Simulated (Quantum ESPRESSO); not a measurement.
An input for Quantum ESPRESSO 7.5 (OGaF3H2):

Contents of pw.in:

```
&CONTROL
  calculation = 'relax'
  prefix = 'pwscf'
  outdir = './tmp'
  pseudo_dir = './pseudo'
  tprnfor = .true.
  disk_io = 'low'
  nstep = 30
  forc_conv_thr = 0.0004
  etot_conv_thr = 1d-05
  max_seconds = 170
/
&SYSTEM
  ibrav = 0
  nat = 7
  ntyp = 4
  ecutwfc = 84
  nbnd = 30
  input_dft = 'pbesol'
  occupations = 'smearing'
  smearing = 'fd'
  degauss = 0.00367493
  vdw_corr = 'grimme-d3'
  dftd3_version = 5
/
&ELECTRONS
  conv_thr = 1.4d-09
  electron_maxstep = 50
  mixing_beta = 2
  mixing_ndim = 1
/
&IONS
  ion_dynamics = 'bfgs'
/
ATOMIC_SPECIES
O     15.9990 O.upf
Ga    69.7230 Ga.upf
F     18.9984 F.upf
H      1.0080 H.upf
CELL_PARAMETERS angstrom
  12.0000000000    0.0000000000    0.0000000000
   0.0000000000   13.0000000000    0.0000000000
   0.0000000000    0.0000000000   12.0000000000
ATOMIC_POSITIONS crystal
O      0.4026625000    0.5522384600    0.5450000000
Ga     0.5204291700    0.4581307700    0.4763500000
F      0.5584958300    0.4044769200    0.6048333300
F      0.4512541700    0.3803769200    0.3809833300
F      0.6002125000    0.5607000000    0.4251166700
H      0.4019541700    0.5416692300    0.6246833300
H      0.4237208300    0.6228538500    0.5313500000
K_POINTS gamma
```

Potentials or basis: PseudoDojo 0.4.1 SR PBE standard.

Launch:

```sh
$ OMP_NUM_THREADS=1 pw.x -in pw.in > pw.out
```

Task: What does the program do with it?

Result: The run stopped without a result. It printed:

pw.out:

```text
This program is part of the open-source Quantum ESPRESSO suite
     for quantum simulation of materials; please cite
         "P. Giannozzi et al., J. Phys.:Condens. Matter 21 395502 (2009);
         "P. Giannozzi et al., J. Phys.:Condens. Matter 29 465901 (2017);
         "P. Giannozzi et al., J. Chem. Phys. 152 154105 (2020);
     in publications or presentations arising from this work. More details at

     IMPORTANT: XC functional enforced from input :
     Exchange-correlation= PBESOL
                           (   1   4  10   8   0   0   0)
     Any further DFT definition will be discarded
     Please, verify this is what you really want

 program stopped due to: functional name unknown
STOP must stop!
```
